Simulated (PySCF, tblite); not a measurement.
**C3H9FSSi: geometry, infrared bands and NMR shifts**

Aim: predict the infrared bands and NMR shifts of C3H9FSSi (`CC[Si@@H](F)SC`).

The runs use tblite 0.8.0 and PySCF 2.14.0, with density-fitted response routines of our own; the level of theory stands in each step. All values are computed, except where a source is named. Atoms are numbered from 0 throughout.

### 1 The molecule as given

15 atoms, charge 0, multiplicity 1; geometry from: force field or distance geometry start.

Bonds of the start (Å): C0–C1 1.52, C1–Si2 1.88, Si2–F3 1.61, Si2–S4 2.14, S4–C5 1.80, C0–H6 1.10, C0–H7 1.10, C0–H8 1.10, C1–H9 1.08, C1–H10 1.10, Si2–H11 1.48, C5–H12 1.09, C5–H13 1.09, C5–H14 1.09.

### 2 Geometry optimisation with GFN2-xTB

Job settings and geometry (Å):

```
{"job": {"kind": "relax", "xc": "GFN2-xTB", "basis": "xTB"}, "charge": 0, "multiplicity": 1}
C     -2.697300     0.114200     0.369900
C     -1.360500     0.826900     0.334500
Si     0.139200    -0.294900     0.232900
F      0.050100    -1.120900    -1.143600
S      1.916700     0.891900     0.190300
C      3.173800    -0.308400    -0.294900
H     -2.865300    -0.471500    -0.541000
H     -2.783000    -0.550700     1.236000
H     -3.509200     0.849400     0.440600
H     -1.349800     1.515000    -0.500000
H     -1.272500     1.434600     1.246700
H      0.202800    -1.233300     1.377500
H      4.144500     0.194300    -0.334300
H      2.963000    -0.734600    -1.278000
H      3.243200    -1.104000     0.447300
```

Started as:

```
$ OMP_NUM_THREADS=1 python probes_run.py task.json out
```

One launch serves the whole session: the jobs run in the order shown.

**Question.** This job is followed by: GFN2-xTB harmonic vibrations, gas phase; GIAO PBE0/pcSseg-1 NMR shielding, non-relativistic, gas phase. What will the session give for the following? strongest single infrared mode (GFN2-xTB); zero-point energy (GFN2-xTB); 13C shifts against TMS (PBE0/pcSseg-1); 1H shifts against TMS (PBE0/pcSseg-1, means over atoms taken as alike); 29Si shifts against TMS (PBE0/pcSseg-1); 19F shifts against CFCl3 (PBE0/pcSseg-1); 33S shifts against CS2 (PBE0/pcSseg-1).

The runs gave:

| quantity | value |
| --- | --- |
| strongest single infrared mode (GFN2-xTB) | 669 cm⁻¹, 230 km/mol |
| zero-point energy (GFN2-xTB) | 72.1 kcal/mol |
| 13C shifts against TMS (PBE0/pcSseg-1) | 12.4, 11.9, 8.6 ppm |
| 1H shifts against TMS (PBE0/pcSseg-1, means over atoms taken as alike) | 5.52, 2.19, 1.23, 1.19, 0.71 ppm |
| 29Si shifts against TMS (PBE0/pcSseg-1) | 28.9 ppm |
| 19F shifts against CFCl3 (PBE0/pcSseg-1) | -194.2 ppm |
| 33S shifts against CS2 (PBE0/pcSseg-1) | -150 ppm |

**Reading.** Relaxing lowered the energy by 0.074 eV in 49 steps; the close pair that moved most is Si2–H11, from 1.481 to 1.454 Å. All 39 modes are real, so the xTB geometry is a minimum. The strongest single mode, at 669 cm⁻¹, moves mainly H11. Unscaled tight-binding wavenumbers are off by several per cent, some by more. Its intensities can rank the bands wrongly. At PBE0/pcSseg-1: Shielding is most anisotropic at S4 (span 216 ppm, paramagnetic term -407 ppm).
